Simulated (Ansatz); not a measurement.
# One shape, several levels: doublet BGeH4Cl+

We compute a comparison of 6 runs (UB3LYP/6-31G*, U-wB97M-V/def2-SVP, U-wB97X/def2-SVP, UBLYP/def2-SVP, USVWN5/def2-SVP, UCCSD(T)/def2-SVP) of doublet BGeH4Cl+. 

The calculation is run with Ansatz 0.2.0.

59 further runs of the same task are left out: 59 set aside as unsound or not needed. Runs told in other sessions of the task aren't counted.

## 1. Starting point

The species is BGeH4Cl+ (7 atoms), meant as a doublet with charge +1. SMILES of the parent species: `Cl[BH][GeH3]`. The coordinates come from a PBE0-D4/def2-TZVP relaxation. That shape belongs to the parent species and isn't relaxed for this state.

Bond lengths: Cl1–B2 1.738 Å, B2–Ge3 2.066 Å, B2–H4 1.193 Å, Ge3–H5 1.539 Å, Ge3–H6 1.539 Å, Ge3–H7 1.537 Å. Angles: Cl1–B2–Ge3 119.4°, Cl1–B2–H4 116.1°, Ge3–B2–H4 124.5°, B2–Ge3–H5 109.7°, B2–Ge3–H6 109.9°, B2–Ge3–H7 112.6°, H5–Ge3–H6 107.5°, H5–Ge3–H7 108.4°, H6–Ge3–H7 108.5°.

## 2. A single-point energy at UB3LYP/6-31G(d) (spherical functions) (run 1)

File in.yaml:

```yaml
basis:
  gaussian:
    orbitals: 6-31G_st_-spherical.json
crystal:
  periodic: [false, false, false]
  atoms:
    - {symbol: Cl, position_ang: [-1.976000, -1.523900, 0.066800]}
    - {symbol: B, position_ang: [-0.280900, -1.157900, 0.180500]}
    - {symbol: Ge, position_ang: [0.359600, 0.783200, -0.117500]}
    - {symbol: H, position_ang: [0.439400, -2.075400, 0.430000]}
    - {symbol: H, position_ang: [-0.028000, 1.247000, -1.533300]}
    - {symbol: H, position_ang: [-0.333800, 1.724000, 0.884000]}
    - {symbol: H, position_ang: [1.881000, 0.935000, 0.043800]}
hamiltonian:
  xc: {name: B3LYP}
magnetization:
  spin_polarized: true
  initial_magnetization: 1
output: {orbitals: {seedname: orbitals}}
total_charge: 1
accuracy: high
```

The basis set 6-31G* is read from a file made from the Basis Set Exchange's data (not shown).

The run is started by

```console
ansatz run in.yaml --threads 1 --pin off --max-ram 2610MiB --events-out events.jsonl --progress --plain --runs-dir runs
```

Output:

```text
Warning: RAYON_NUM_THREADS=1 ignored (pool sized by the plan → 1); use --threads N
Functional definition: B3LYP
  name "B3LYP"
  parameter a0 = 0.2
  parameter ax = 0.72
  parameter ac = 0.81
  exchange = (1 - a0 - ax)*slater_x + ax*b88_x + a0*exact_x
  correlation = (1 - ac)*vwn_rpa_c + ac*lyp_c
1554 factors; integrals over basis functions are off by at most 1.7e-8 eV
mean field evaluation 1: about -69765.1116 eV, gradient 1.2e1 eV
mean field evaluation 2: about -69765.5004 eV, gradient 9.7e0 eV
mean field evaluation 4: about -69765.9098 eV, gradient 1.2e0 eV
mean field evaluation 8: about -69766.0284 eV, gradient 6.0e-2 eV
mean field evaluation 16: about -69766.0284 eV, gradient 2.0e-4 eV
mean field evaluation 32: about -69765.8221 eV, gradient 1.8e0 eV
mean field -69766.02839331 eV, -2563.8542543417 hartree, gradient 4.0e-8 eV, S^2 0.752491; 2 other end points of the search recorded, 0 dependent functions left out
reference -69766.02843356 eV, -2563.8542558208 hartree; 29, 28 occupied and 43, 44 virtual orbitals, 1554 factors
Total energy: -69766.02843356 eV, -2563.8542558208 hartree
```

Run time: 14 s. Hardware: 1 thread of Arm Neoverse V2, shared host; peak memory 0.34 GiB.

## 3. The energy at U-wB97M-V/def2-SVP (run 2)

File run.yaml:

```yaml
crystal:
  periodic: [false, false, false]
  atoms:
    - {symbol: Cl, position_ang: [-1.976000, -1.523900, 0.066800]}
    - {symbol: B, position_ang: [-0.280900, -1.157900, 0.180500]}
    - {symbol: Ge, position_ang: [0.359600, 0.783200, -0.117500]}
    - {symbol: H, position_ang: [0.439400, -2.075400, 0.430000]}
    - {symbol: H, position_ang: [-0.028000, 1.247000, -1.533300]}
    - {symbol: H, position_ang: [-0.333800, 1.724000, 0.884000]}
    - {symbol: H, position_ang: [1.881000, 0.935000, 0.043800]}
basis:
  gaussian: {orbitals: def2-SVP}
total_charge: 1
magnetization: {spin_polarized: true, initial_magnetization: 1}
hamiltonian: {xc: {name: wB97M-V}}
accuracy: high
output: {orbitals: {seedname: orbitals}}
```

The run is started by

```console
ansatz run run.yaml --threads 1 --pin off --max-ram 2610MiB --events-out events.jsonl --progress --plain --runs-dir runs
```

Output, cut to the lines that bear on the results:

```text
Warning: RAYON_NUM_THREADS=1 ignored (pool sized by the plan → 1); use --threads N
Functional definition: wB97M-V
  name "wB97M-V"
[...]
  gx(w, u) = 1 - cx + cx01*u + cx10*w
  gss(w, u) = css00 + css04*u^4 + css10*w + css20*w^2 + css43*w^4*u^3
  gos(w, u) = cos00 + cos10*w + (cos20 + cos21*u)*w^2 + (cos60 + cos61*u)*w^6
[...]
      + integral(e_c_pw_mod_opposite_spin*gos(b97_w_opposite, b97_u_opposite)) + vv10(b, c)
1779 factors; integrals over basis functions are off by at most 4.7e-9 eV
350 factors; integrals over basis functions are off by at most 2.2e-9 eV
[...]
mean field -69756.36547391 eV, -2563.4991486035 hartree, gradient 5.3e-8 eV, S^2 0.752890; 4 other end points of the search recorded, 0 dependent functions left out
reference -69756.36547802 eV, -2563.4991487544 hartree; 29, 28 occupied and 55, 56 virtual orbitals, 1779 factors
Total energy: -69756.36547802 eV, -2563.4991487544 hartree
```

It took 2.1 min on 1 thread of Arm Neoverse V2, shared host; peak memory 0.97 GiB.

Runs 3 to 5 aren't shown in full; the table further down has their settings and results.

## 4. The energy at UCCSD(T)/def2-SVP (run 6)

in.yaml: that of step 2 with these lines changed.

```diff
@@ -1,4 +1,3 @@
 basis:
-  gaussian:
-    orbitals: 6-31G_st_-spherical.json
+  gaussian: {orbitals: def2-SVP}
 crystal:
@@ -13,9 +12,6 @@
     - {symbol: H, position_ang: [1.881000, 0.935000, 0.043800]}
-hamiltonian:
-  xc: {name: B3LYP}
-magnetization:
-  spin_polarized: true
-  initial_magnetization: 1
-output: {orbitals: {seedname: orbitals}}
 total_charge: 1
+magnetization: {spin_polarized: true, initial_magnetization: 1}
+correlation: {method: ccsd_t, frozen_orbitals: {B: 1, Cl: 5, Ge: 9, H: 0}}
 accuracy: high
+scf: {omitted_lower_state_checks: [cluster_reference, increment]}
```

The run is started by

```console
ansatz run in.yaml --threads 1 --pin off --max-ram 2610MiB --events-out events.jsonl --progress --plain --runs-dir runs
```

Output:

```text
Warning: RAYON_NUM_THREADS=1 ignored (pool sized by the plan → 1); use --threads N
[... 12 lines left out ...]
15 core orbitals not correlated: weight in the atoms' cores, before any rotation towards them, 1.000 or more for the frozen orbitals, at most 0.000 for the correlated occupied ones
[... 28 lines left out ...]
Total energy: -69704.60476168 eV, -2561.5969775135 hartree
Checks for a lower state left out: cluster_reference, increment
```

Run time: 46 s. Hardware: 1 thread of Arm Neoverse V2, shared host; peak memory 0.71 GiB.

## 5. The series

```csv
run,level,frozen core orbitals,energy (Eh),HOMO energy (eV),LUMO energy (eV),⟨S²⟩,wall time
1,UB3LYP/6-31G* (spherical functions),–,-2563.854256,-14.76,-12.44,0.752,14 s
2,U-wB97M-V/def2-SVP,–,-2563.499149,-17.12,-10.46,0.753,2.1 min
3,U-wB97X/def2-SVP,–,-2563.699398,-17.41,-10.37,0.755,66 s
4,UBLYP/def2-SVP,–,-2563.705709,-13.55,-12.77,0.751,11 s
5,USVWN5/def2-SVP,–,-2558.718874,-13.71,-13.06,0.751,5.1 s
6,UCCSD(T)/def2-SVP,15,-2561.596978,–,–,0.765,46 s
```

## 6. What came out

```
                                           quantity           value
                                run 6: total energy  -2561.59698 Eh
run 6: correlation energy (15 core orbitals frozen)      -495.7 mEh
                              run 6: (T) correction      -15.89 mEh
           run 6: ⟨S²⟩ of the reference determinant           0.765
                               run 6: T1 diagnostic           0.022
```

In words: Totals of different functionals can't be ranked against each other. All runs together took 4.5 min, the longest 2.1 min.
